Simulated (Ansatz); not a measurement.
# ScCu: how the settings move a single-point run

How sensitive is a single-point run of ScCu to its settings? A reference run comes first, then one run with altered input.

Computed with Ansatz 0.2.0 (reference: DFT, PBEsol, PAW with Ansatz's default frozen-core files, scalar-relativistic, unless a step's input says otherwise).

## Step 1: Starting point

The structure is cubic, space group Pm-3m (No. 221). The conventional cell has a = 2.807 Å, b = 2.807 Å, c = 2.807 Å, α = 90.00°, β = 90.00°, γ = 90.00°. Sc (site symmetry m-3m) is surrounded by 8 Cu at 2.43 Å. Around Cu (site symmetry m-3m) lie 8 Sc at 2.43 Å.

Structure file:

```
Sc Cu
1.0
     2.80737    0.00000    0.00000
     0.00000    2.80737    0.00000
     0.00000    0.00000    2.80737
Sc Cu
1 1
Direct
  0.50000 0.50000 0.50000
  0.00000 0.00000 0.00000
```

## Step 2: Baseline

Contents of input.yaml:

```yaml
crystal:
  lattice:
    - [2.8073667095, 0.0, 0.0]
    - [0.0, 2.8073667095, 0.0]
    - [0.0, 0.0, 2.8073667095]
  atoms:
    - { symbol: Sc, position: [0.5, 0.5, 0.5] }
    - { symbol: Cu, position: [0.0, 0.0, 0.0] }
kpoints:
  mp_grid: { grid: [11, 11, 11] }
  band_path:
    path:
      - [0.0, 0.0, 0.0]
      - [0.0, 0.5, 0.0]
      - [0.5, 0.5, 0.0]
      - [0.0, 0.0, 0.0]
      - [0.5, 0.5, 0.5]
      - [0.0, 0.5, 0.0]
      - [0.5, 0.5, 0.5]
      - [0.5, 0.5, 0.0]
    npoints: 6
scf:
  occupations: { method: fermi_dirac, width: 0.05 }
hamiltonian:
  xc: pbesol
  pseudopotentials: { kind: paw }
output:
  forces: true
  stress: true
  eigenvalues: true
  efg: { contact_densities: true }
  populations: true
```

On the command line:

```sh
$ ansatz run input.yaml --threads 1 --pin off --max-ram 2048MiB --backend cpu --events-out ev --progress --plain --runs-dir out
```

## Step 3: Changing settings: mp_grid.grid [6, 6, 6], ecutwfc 300 eV

Edit input.yaml of step 2 so:

```diff
@@ -9,3 +9,3 @@
 kpoints:
-  mp_grid: { grid: [11, 11, 11] }
+  mp_grid: { grid: [6, 6, 6] }
   band_path:
@@ -32 +32,3 @@
   populations: true
+basis:
+  ecutwfc: "300 eV"
```

Q: Predict the outcome of this session. Wanted: for each run, ending; energy change; pressure; gap; force.

As calculated:

```tsv
run	ending	energy change	pressure (GPa)	gap (eV)	force (eV/Å)	cycles	time
reference	converged	0	88.3	0.00	0.00	6	2.2 s
1: mp_grid.grid [6, 6, 6], ecutwfc 300 eV	converged	+197.9 meV/atom	90.9	0.00	0.00	6	1.7 s
```

Residual by cycle in the longest SCF loop of each run; runs are numbered as in the table. The quantity is the density residual dr2, in eV.

```tsv
cycle	reference	run 1
1	0.0359	0.0367
2	0.00387	0.0265
3	2.8e-4	1.3e-4
4	3.8e-6	1.1e-5
5	6.5e-7	7.8e-8
6	2.9e-10	1.6e-9
```

**Reading.** Changing the k-point mesh and cutoff moves the energy by +197.9 meV/atom, and the pressure goes from 88.3 to 90.9 GPa. More than one kind of setting changed, and this run alone doesn't tell their shares apart. The log warns that the cutoff is under what these potentials recommend, so the shift holds truncation error. Run 1 ran under the cutoff that the potentials recommend, as the log warns, so basis error is mixed into its values. The structure is not at rest: the sound run finds 88 GPa, so these are no properties of the relaxed crystal. 
